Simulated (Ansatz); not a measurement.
Turn this script for Ansatz 0.2.0 through its Python package into the input file that the command-line program reads.

Notebook, run cell by cell (the value of a cell's last expression is shown):

In [1]:
```python
from dataclasses import dataclass
import json

import ansatz as az
from ase import Atoms
from ase.data import atomic_numbers
from ase.io import write
import numpy as np
import spglib
```

In [2]:
```python
@dataclass
class RunConfig:
    functional: str = "PBEsol"
    filling: str = "Fermi-Dirac"
    smearing_width: float = 0.1
```

In [3]:
```python
cfg = RunConfig()
```

In [4]:
```python
lattice = az.Lattice.of(
    (5.445013, 0.0, 0.0),
    (0.0, 5.445013, 0.0),
    (0.0, 0.0, 5.445013),
)
sites = [
    ("K", (0.5, 0.5, 0.0)),
    ("K", (0.5, 0.0, 0.5)),
    ("K", (0.0, 0.5, 0.5)),
    ("Pd", (0.0, 0.0, 0.0)),
]
k3pd = az.Crystal(lattice=lattice)
for symbol, position in sites:
    k3pd = k3pd.atom(symbol, position)
# a displaced start
```

In [5]:
```python
model = (
    k3pd.move(2, to=(0.0, 0.5, 0.518365)).fix(3).calculation()
    .functional(cfg.functional)
    .pseudopotentials("paw")
    .basis(19 * az.Ha)
    .kpoints(4, center="gamma")
    .occupations(cfg.filling, width=cfg.smearing_width)
    .relax()
    .density_of_states(energy_step=0.1, method="smearing", broadening_width=0.2)
)
result = model.run(events_out="k3pd.ndjson")
with open("k3pd.ndjson") as stream:
    events = [json.loads(line) for line in stream]
steps = [e["data"] for e in events if e["event"] == "relax_step"]
r = result.report

result.unlabelled_reasons
```

In [6]:
```python
{key: value for key, value in r.items() if isinstance(value, (int, float)) and "ev" in key}
```
Out [6]:
```text
{'n_hpsi_unsolved_levels': 383,
 'gap_by_band_count_ev': -2.3613002644590932,
 'fermi_energy_ev': 4.6317357000119905,
 'harris_foulkes_ev': -11453.609435337803,
 'scf_correction_max_component_ev_ang': 0.0014018661528723874,
 'free_energy_ev': -11453.609435341612,
 'internal_energy_ev': -11453.545822691876,
 'lagrangian_ev': -11453.609435341612,
 'energy_sigma0_ev': -11453.577629016743,
 'lagrangian_sigma0_ev': -11453.577629016743,
 'lagrangian_above_aufbau_ev': -0.03592510814941051,
 'entropy_ts_ev': 0.06361264973606126,
 'loop_fermi_energy_ev': 4.6317357000119905,
 'occupations_fermi_energy_ev': 4.631735700011369}
```

In [7]:
```python
r["kpoints_frac"][:4]
```
Out [7]:
```text
[[0.0, 0.0, 0.0], [0.0, 0.0, 0.25], [0.0, 0.0, -0.5], [0.0, 0.25, 0.0]]
```

In [8]:
```python
print("step   energy (eV)     max comp. (eV/A)  SCF")
for s in steps:
    print(f"{s['step']:4d} {s['lagrangian_ev']:15.5f} {s['allowed_force_max_ev_ang']:12.4f} {s['n_scf']:5d}")
```
```text
step   energy (eV)     max comp. (eV/A)  SCF
   1    -11453.60762       0.0678     6
   2    -11453.60876       0.0314     6
   3    -11453.60939       0.0028     7
   4    -11453.60944       0.0033     6
```

In [9]:
```python
first, last = steps[0], steps[-1]
symbols = [site.symbol for site in result.lattice.sites]
print(f"energy gained {first['lagrangian_ev'] - last['lagrangian_ev']:.4f} eV in {len(steps) - 1} steps")

print("atom   start x y z (A)              end x y z (A)")
for symbol, a, b in zip(symbols, first["positions_ang"], last["positions_ang"]):
    print(f"{symbol:3s}", " ".join(f"{v:8.4f}" for v in a), "  ", " ".join(f"{v:8.4f}" for v in b))

relaxed = Atoms(symbols, positions=[site.position_ang for site in result.lattice.sites], cell=result.lattice.cell_ang, pbc=True)
write("relaxed.vasp", relaxed, format="vasp")
```
```text
energy gained 0.0018 eV in 3 steps
atom   start x y z (A)              end x y z (A)
K     2.7225   2.7225   0.0000      2.7225   2.7225   0.0553
K     2.7225   0.0000   2.7225      2.7225   0.0000   2.7823
K     0.0000   2.7225   2.8225      0.0000   2.7225   2.7917
Pd    0.0000   0.0000   0.0000      0.0000   0.0000   0.0000
```

In [10]:
```python
print("%-22s %14.5f eV" % ("F = E - TS", r["free_energy_ev"]))
print("%-22s %14.5f eV" % ("E", r["internal_energy_ev"]))
print("%-22s %14.5f eV" % ("Harris-Foulkes", r["harris_foulkes_ev"]))
print("%-22s %14.5f eV" % ("Fermi level", r["fermi_energy_ev"]))
```
```text
F = E - TS               -11453.60944 eV
E                        -11453.54582 eV
Harris-Foulkes           -11453.60944 eV
Fermi level                   4.63174 eV
```

In [11]:
```python
spg_cell = (result.lattice.cell_ang, [s.position_frac for s in result.lattice.sites], [atomic_numbers[s.symbol] for s in result.lattice.sites])
# space group as spglib finds it
found = spglib.get_symmetry_dataset(spg_cell, symprec=1e-3)
print(found.international, found.number, "point group", found.pointgroup)
for site, letter, group in zip(result.lattice.sites, found.wyckoffs, found.site_symmetry_symbols):
    print(f"  {site.symbol:2s} Wyckoff {letter}  site symmetry {group}")
```
```text
Pmm2 25 point group mm2
  K  Wyckoff d  site symmetry mm2
  K  Wyckoff c  site symmetry mm2
  K  Wyckoff b  site symmetry mm2
  Pd Wyckoff a  site symmetry mm2
```

In [12]:
```python
dos = result.density_of_states()
energy = np.asarray(dos.energies_ev) - dos.fermi_ev
states, count = np.asarray(dos.spin_summed_g_bin_mean_per_ev), np.asarray(dos.spin_summed_integrated)
g_fermi = float(np.interp(0.0, energy, states))
print(f"g(E_F) = {g_fermi:.3f} states/eV per cell")
# Sommerfeld coefficient of bare band electrons: pi^2 k_B^2 g / 3
gamma = np.pi ** 2 / 3 * 8.617333e-5 ** 2 * g_fermi * 96485.33e3 / len(result.lattice.sites)
print(f"bare Sommerfeld coefficient {gamma:.2f} mJ/(mol of atoms K^2)")
for low, high in ((-10, -6), (-6, -3), (-3, 0), (0, 3)):
    print(f"states between {low} and {high} eV: {np.interp(high, energy, count) - np.interp(low, energy, count):.3f}")
```
```text
g(E_F) = 2.034 states/eV per cell
bare Sommerfeld coefficient 1.20 mJ/(mol of atoms K^2)
states between -10 and -6 eV: 0.000
states between -6 and -3 eV: 0.003
states between -3 and 0 eV: 12.984
states between 0 and 3 eV: 7.876
```

`input.yaml`:
```yaml
crystal:
  lattice:
    - [5.445013, 0.0, 0.0]
    - [0.0, 5.445013, 0.0]
    - [0.0, 0.0, 5.445013]
  atoms:
    - { symbol: K, position: [0.5, 0.5, 0.0] }
    - { symbol: K, position: [0.5, 0.0, 0.5] }
    - { symbol: K, position: [0.0, 0.5, 0.518365] }
    - { symbol: Pd, position: [0.0, 0.0, 0.0] }
basis:
  ecutwfc: 517.0163386738
kpoints:
  mp_grid: { grid: [4, 4, 4], shift: [0.0, 0.0, 0.0] }
hamiltonian:
  xc: pbesol
  pseudopotentials: { kind: paw }
scf:
  occupations: { method: fermi_dirac, width: 0.1 }
relax:
  constraints: [{ site: 3, fix: xyz }]
output:
  dos: { de: 0.1, method: { smearing: { sigma: 0.2 } } }
```

The program run on that file:
```console
$ ansatz run input.yaml --threads 1 --pin off --max-ram 3072MiB --backend cpu --events-out ev --progress --plain --runs-dir out
Engine: ansatz 0.2.0, aarch64-unknown-linux-gnu
Pseudopotentials: kind: paw
Pseudopotential: K, paw, valence charge 9, recommended cutoff 420 eV (normal), K.paw.azcp
Pseudopotential: Pd, paw, valence charge 18, recommended cutoff 420 eV (normal), Pd.paw.azcp
Functional definition: PBEsol
  exchange = pbesol_x
  correlation = pbesol_c
Crystal: 4 atoms, lattice volume = 161.435 Å³
Basis set: ecut = 517.0163386738 eV, 4337 PW (Γ), exchange–correlation on 90×90×90 points (8 copies of the dense FFT grid, shifted against one another)
Bands: 27, of which v1, the nominal top of the filled ones, is band 23 counted from 1 (22 counted from 0)
Symmetry: 4 space group operations
Space group: Pmm2 (ITA 25), of the structure as read, at distance tolerance 5.4e-5 Å
k-points: 27 of 64 (time reversal used)
Non-local potential: K, projectors of the file, l = 0: 3, l = 1: 2, l = 2: 2
Non-local potential: Pd, projectors of the file, l = 0: 2, l = 1: 2, l = 2: 2, l = 3: 1
PAW form: soft (Blöchl's): semilocal exchange-correlation on the pseudo side does not see the compensation charge
PAW frozen core: K, regenerated for the run's functional, and the local potential with it (the file was generated under x = pbe(κ = 0.804, μ = 0.2195149727645171), c = pbe(β = 0.06672455060314922))
PAW frozen core: Pd, regenerated for the run's functional, and the local potential with it (the file was generated under x = pbe(κ = 0.804, μ = 0.2195149727645171), c = pbe(β = 0.06672455060314922))
PAW one-centre angular grid: K, 110 points (default); XC on 64 Gauss nodes
PAW one-centre angular grid: Pd, 590 points (default); XC on 64 Gauss nodes
Initial density: superposition of atomic densities (neutral atoms: chi_scale 0, normalization atom), corrected by the library's trained network
Initial wavefunctions: pseudopotential atomic-orbital guess
Functional: x = pbesol(κ = 0.804, μ = 0.12345679012345678), c = pbesol(β = 0.046)
SCF iter   1: F=—  HF=-11453.611181 eV  |F-HF|=—  |Δ(HF+E_count)|=         —  Δρ=2.60e-3  dr2=2.44e-2  ethr=1.77e-3  ⟨swp⟩=6.6  Hψ=3160  notcnv=0
preconditioner: auto → Kerker (q_TF=auto, 2.205 Å⁻¹)  [metal: Δε(μ)=0.245 eV  Ē_g=11.059 eV  σ=0.100 eV  W_gap=0.49  n_scr=26 (ndim 8)  ℏωp=16.3 eV  f_vac=0.000  D(μ)=1.93/eV (n_scr^D=6)]
SCF iter   2: F=—  HF=-11453.609392 eV  |F-HF|=—  |Δ(HF+E_count)|=   1.79e-3  Δρ=1.52e-3  dr2=7.54e-3  ethr=5.42e-5  ⟨swp⟩=1.4  Hψ=971  notcnv=0
SCF iter   3: F=—  HF=-11453.608545 eV  |F-HF|=—  |Δ(HF+E_count)|=   8.47e-4  Δρ=8.86e-4  dr2=4.69e-3  ethr=1.67e-5  ⟨swp⟩=2.0  Hψ=864  notcnv=0
SCF iter   4: F=—  HF=-11453.607762 eV  |F-HF|=—  |Δ(HF+E_count)|=   7.84e-4  Δρ=3.29e-4  dr2=4.29e-4  ethr=1.04e-5  ⟨swp⟩=2.0  Hψ=892  notcnv=0
SCF iter   5: F=—  HF=-11453.607623 eV  |F-HF|=—  |Δ(HF+E_count)|=   1.39e-4  Δρ=6.92e-5  dr2=7.40e-6  ethr=9.53e-7  ⟨swp⟩=2.3  Hψ=1124  notcnv=0
SCF iter   6: F=-11453.607625 eV  HF=-11453.607625 eV  |F-HF|=4.04e-9  |Δ(HF+E_count)|=   2.33e-6  Δρ=1.77e-5  dr2=9.24e-7  ethr=5.56e-9  ⟨swp⟩=4.1  Hψ=2329  notcnv=0
SCF 1 converged in 6 iterations: F = -11453.607625 eV  dr2 = 9.24e-7
  greatest PAW one-centre occupation: 0.999 electrons in one spin orbital (limit 2), on the Pd atom at site 3 (counted from 0), in its partial waves of l = 0
relax step   1: F+E_penalty+E_count = -11453.60762484 eV  Δ(F+E_penalty+E_count) = +0.000e0 eV  max|allowed force component| = 6.776e-2 eV/Å  Δτ_max = 0.0000 Å  (6 SCF iters, dr2 threshold 2.50e-6 eV, accepted)
Initial density: handed on by an earlier stage of this run
Initial wavefunctions: those handed on with the density
iter 1 solved again at ethr=8.86e-7 eV; its pass at ethr=3.10e-3 eV (dr2=3.99e-4 eV) is discarded
SCF iter   1: F=—  HF=-11453.608964 eV  |F-HF|=—  |Δ(HF+E_count)|=         —  Δρ=4.39e-4  dr2=4.32e-4  ethr=8.86e-7  ⟨swp⟩=2.1  Hψ=2456  notcnv=0
preconditioner: auto → Kerker (q_TF=auto, 2.205 Å⁻¹)  [metal: Δε(μ)=0.236 eV  Ē_g=11.063 eV  σ=0.100 eV  W_gap=0.48  n_scr=26 (ndim 8)  ℏωp=16.3 eV  f_vac=0.000  D(μ)=1.95/eV (n_scr^D=6)]
SCF iter   2: F=—  HF=-11453.608844 eV  |F-HF|=—  |Δ(HF+E_count)|=   1.20e-4  Δρ=1.78e-4  dr2=1.05e-4  ethr=8.86e-7  ⟨swp⟩=2.0  Hψ=970  notcnv=0
SCF iter   3: F=—  HF=-11453.608765 eV  |F-HF|=—  |Δ(HF+E_count)|=   7.96e-5  Δρ=5.01e-5  dr2=6.37e-6  ethr=2.34e-7  ⟨swp⟩=2.0  Hψ=1087  notcnv=0
SCF iter   4: F=—  HF=-11453.608765 eV  |F-HF|=—  |Δ(HF+E_count)|=   3.39e-8  Δρ=4.88e-5  dr2=5.48e-6  ethr=1.42e-8  ⟨swp⟩=2.0  Hψ=929  notcnv=0
SCF iter   5: F=—  HF=-11453.608764 eV  |F-HF|=—  |Δ(HF+E_count)|=   8.29e-7  Δρ=1.00e-5  dr2=3.11e-7  ethr=1.22e-8  ⟨swp⟩=2.0  Hψ=886  notcnv=0
SCF iter   6: F=-11453.608764 eV  HF=-11453.608764 eV  |F-HF|=8.56e-9  |Δ(HF+E_count)|=   2.99e-8  Δρ=3.25e-6  dr2=3.05e-8  ethr=6.38e-10  ⟨swp⟩=4.0  Hψ=2130  notcnv=0
SCF 2 converged in 6 iterations: F = -11453.608764 eV  dr2 = 3.05e-8
relax step   2: F+E_penalty+E_count = -11453.60876376 eV  Δ(F+E_penalty+E_count) = -1.139e-3 eV  max|allowed force component| = 3.142e-2 eV/Å  Δτ_max = 0.0235 Å  (6 SCF iters, dr2 threshold 2.87e-7 eV, accepted)
SCF iter   1: F=—  HF=-11453.609798 eV  |F-HF|=—  |Δ(HF+E_count)|=         —  Δρ=7.56e-4  dr2=1.05e-3  ethr=4.43e-5  ⟨swp⟩=4.4  Hψ=2027  notcnv=0
preconditioner: auto → Kerker (q_TF=auto, 2.205 Å⁻¹)  [metal: Δε(μ)=0.236 eV  Ē_g=11.064 eV  σ=0.100 eV  W_gap=0.48  n_scr=26 (ndim 8)  ℏωp=16.3 eV  f_vac=0.000  D(μ)=1.95/eV (n_scr^D=6)]
SCF iter   2: F=—  HF=-11453.609528 eV  |F-HF|=—  |Δ(HF+E_count)|=   2.70e-4  Δρ=3.41e-4  dr2=2.81e-4  ethr=2.33e-6  ⟨swp⟩=2.2  Hψ=1255  notcnv=0
SCF iter   3: F=—  HF=-11453.609476 eV  |F-HF|=—  |Δ(HF+E_count)|=   5.19e-5  Δρ=3.05e-4  dr2=2.00e-4  ethr=6.24e-7  ⟨swp⟩=2.0  Hψ=1149  notcnv=0
SCF iter   4: F=—  HF=-11453.609445 eV  |F-HF|=—  |Δ(HF+E_count)|=   3.15e-5  Δρ=7.97e-5  dr2=9.65e-6  ethr=4.44e-7  ⟨swp⟩=2.0  Hψ=876  notcnv=0
SCF iter   5: F=—  HF=-11453.609389 eV  |F-HF|=—  |Δ(HF+E_count)|=   5.59e-5  Δρ=3.05e-5  dr2=2.74e-6  ethr=2.15e-8  ⟨swp⟩=2.0  Hψ=911  notcnv=0
SCF iter   6: F=—  HF=-11453.609388 eV  |F-HF|=—  |Δ(HF+E_count)|=   2.32e-7  Δρ=7.75e-6  dr2=1.76e-7  ethr=6.09e-9  ⟨swp⟩=2.0  Hψ=859  notcnv=0
SCF iter   7: F=-11453.609388 eV  HF=-11453.609388 eV  |F-HF|=3.00e-8  |Δ(HF+E_count)|=   5.43e-8  Δρ=4.30e-6  dr2=4.75e-8  ethr=2.22e-10  ⟨swp⟩=4.0  Hψ=2252  notcnv=0
SCF 3 converged in 7 iterations: F = -11453.609388 eV  dr2 = 4.75e-8
relax step   3: F+E_penalty+E_count = -11453.60938844 eV  Δ(F+E_penalty+E_count) = -6.247e-4 eV  max|allowed force component| = 2.847e-3 eV/Å  Δτ_max = 0.0389 Å  (7 SCF iters, accepted)
SCF iter   1: F=—  HF=-11453.609548 eV  |F-HF|=—  |Δ(HF+E_count)|=         —  Δρ=2.87e-4  dr2=1.56e-4  ethr=3.46e-6  ⟨swp⟩=3.3  Hψ=1899  notcnv=0
SCF iter   2: F=—  HF=-11453.609505 eV  |F-HF|=—  |Δ(HF+E_count)|=   4.26e-5  Δρ=1.18e-4  dr2=3.55e-5  ethr=3.47e-7  ⟨swp⟩=2.0  Hψ=1151  notcnv=0
SCF iter   3: F=—  HF=-11453.609437 eV  |F-HF|=—  |Δ(HF+E_count)|=   6.80e-5  Δρ=6.83e-5  dr2=1.03e-5  ethr=7.89e-8  ⟨swp⟩=2.0  Hψ=1146  notcnv=0
SCF iter   4: F=—  HF=-11453.609436 eV  |F-HF|=—  |Δ(HF+E_count)|=   1.38e-6  Δρ=2.51e-5  dr2=1.32e-6  ethr=2.28e-8  ⟨swp⟩=2.0  Hψ=884  notcnv=0
SCF iter   5: F=—  HF=-11453.609435 eV  |F-HF|=—  |Δ(HF+E_count)|=   1.79e-7  Δρ=6.70e-6  dr2=1.68e-7  ethr=2.94e-9  ⟨swp⟩=2.0  Hψ=872  notcnv=0
SCF iter   6: F=-11453.609435 eV  HF=-11453.609435 eV  |F-HF|=3.81e-9  |Δ(HF+E_count)|=   1.51e-9  Δρ=2.00e-6  dr2=1.28e-8  ethr=2.22e-10  ⟨swp⟩=4.0  Hψ=2230  notcnv=0
SCF 4 converged in 6 iterations: F = -11453.609435 eV  dr2 = 1.28e-8
relax step   4: F+E_penalty+E_count = -11453.60943534 eV  Δ(F+E_penalty+E_count) = -4.690e-5 eV  max|allowed force component| = 3.329e-3 eV/Å  Δτ_max = 0.0168 Å  (6 SCF iters, accepted)
NSCF: frozen V_eff on 27 k-points
the band table was solved once a step of the walk had ended and its energy, with any forces and stress, was formed, with the checks that follow a solve (3284 applications of the Hamiltonian). They found nothing against the state; the energy, forces and stress were not computed again (output.eigenvalues in the input reference)
SCF converged after 6 iterations
Free energy (F): -11453.609435 eV
Harris-Foulkes:  -11453.609435 eV  (|F-HF|=3.81e-9)
Internal energy: -11453.545823 eV  (E = F + TS)
E sigma→0 (E₀):  -11453.577629 eV
Entropy (-TS):   -0.063613 eV (-15.903 meV/atom)
Fermi energy:    4.631736 eV
--- Per-component energies (eV) ---
  E_band       = -723.464036
  E_kinetic    = 1275.393884
  E_local      = -5268.884074  (includes V_loc(G=0)·N_el)
  E_nonlocal   = 262.847784
  E_hartree    = 2062.861853
  E_xc         = -563.844447
  E_vxc        = -696.426623  (∫ρ·V_xc dr)
  E_paw        = -5972.723583  (= ΣΔE_a)
  E_vpaw       = -422.119984  (= ΣTr[D̂ρ^β])
  E_aug_tail   = 0.000089  (compensation charges beyond the density's cutoff)
  E_ewald      = -3249.823509
  E_core_change = 0.626180  (= ΣΔE_core)
  E_smearing   = -0.063613  (= −TS)
  E_closure    = -0.000000  (closes the sum)
  Σ components = -11453.609435   (vs F -11453.609435, Δ=0.00e0)
--- Forces (eV/Å), atoms counted from 1 ---
  atom   1  K      0.00000000     0.00000000    -0.00332941
  atom   2  K      0.00000000     0.00000000     0.00290348
  atom   3  K      0.00000000     0.00000000     0.00136783
  atom   4  Pd     0.00000000     0.00000000    -0.00094413
  max |Σ_I F_I| component: 2.22e-6 eV/Å
--- Band table (eV; the first three rows and the last of 27) ---
  k-point 0: bands = ["-77.9892", "-43.7788", "-43.7788", "-43.7786", "-26.9468", "-26.8945", "-26.8930", "-10.6780", "-10.6769", "-10.6768", "-10.4017", "-10.4015", "-10.4007", "-10.3571", "-10.3570", "-10.3569", "1.8388", "3.3453", "3.3455", "3.4944", "3.4949", "3.4949", "4.8640", "7.3151", "7.3567", "7.3567", "7.4156"]
  k-point 1: bands = ["-77.9892", "-43.7788", "-43.7788", "-43.7786", "-26.9399", "-26.9013", "-26.8929", "-10.6565", "-10.6563", "-10.6449", "-10.4128", "-10.4127", "-10.4045", "-10.4027", "-10.3674", "-10.3673", "2.2118", "3.3856", "3.4118", "3.5053", "3.5073", "3.5074", "4.6753", "6.1193", "7.1685", "7.1685", "7.7351"]
  k-point 2: bands = ["-77.9892", "-43.7788", "-43.7788", "-43.7786", "-26.9283", "-26.9128", "-26.8928", "-10.6319", "-10.6317", "-10.5905", "-10.4696", "-10.4320", "-10.4320", "-10.4082", "-10.3738", "-10.3737", "2.9231", "3.4254", "3.5162", "3.5201", "3.5201", "3.5700", "3.7101", "6.1312", "7.0217", "7.0217", "8.1820"]
  k-point 26: bands = ["-77.9892", "-43.7788", "-43.7788", "-43.7786", "-26.9125", "-26.9104", "-26.9101", "-10.8564", "-10.5673", "-10.5672", "-10.5659", "-10.4477", "-10.4463", "-10.3046", "-10.3044", "-10.3031", "3.3513", "3.3517", "3.3517", "3.6235", "3.6241", "3.9229", "6.0704", "6.1401", "6.1416", "6.1441", "6.3376"]
--- Relaxed structure (4 steps of the walk, 4 accepted, 0 SCFs on fresh bases) ---
  F+E_penalty+E_count = -11453.60943534 eV   max|allowed force component| = 3.329e-3 eV/Å
  atoms:
    - { symbol: K, position: [0.49999999999999994, 0.49999999999999994, 0.010149785239707951] }
    - { symbol: K, position: [0.49999999999999994, 0.0, 0.5109801039513596] }
    - { symbol: K, position: [0.0, 0.49999999999999994, 0.5127124528715169] }
    - { symbol: Pd, position: [0.0, 0.0, 0.0] }
```

Reading the output:
- Absolute energies stand on the zero of these potentials, so only differences at equal settings mean something. A total without «per atom» is that of the cell as typed.
- For a metal this k-point mesh is coarse: on a finer one energies can move by several to tens of meV an atom and pressures by half a GPa or more, differences at one mesh by less.
- An absolute Fermi energy rests on an arbitrary zero of the periodic potential and has no direct meaning.
- Energies along a relaxation are free energies. A last row that repeats the one before re-solves the same geometry more tightly.
- A gap by band count of zero or less means overlapping bands, a metal, and at an odd count of electrons it is no gap at all.
- The cell relaxed to the group P4mm; tensors and edges are in the axes of the typed cell.
- The structure comes from a database of computed cells and needn't be a stable or known phase.
- Levels are Kohn-Sham eigenvalues on this mesh, without spin-orbit coupling.
- The computed bands are complete only to about 1.7 eV above the Fermi level; beyond that the density of states is undercounted.
- Wall time of the script: 40 s on 1 thread of Arm Neoverse V1, on a shared host, peak memory 0.57 GiB.

(Lines on the test bed's own set-up are left out of the output.)
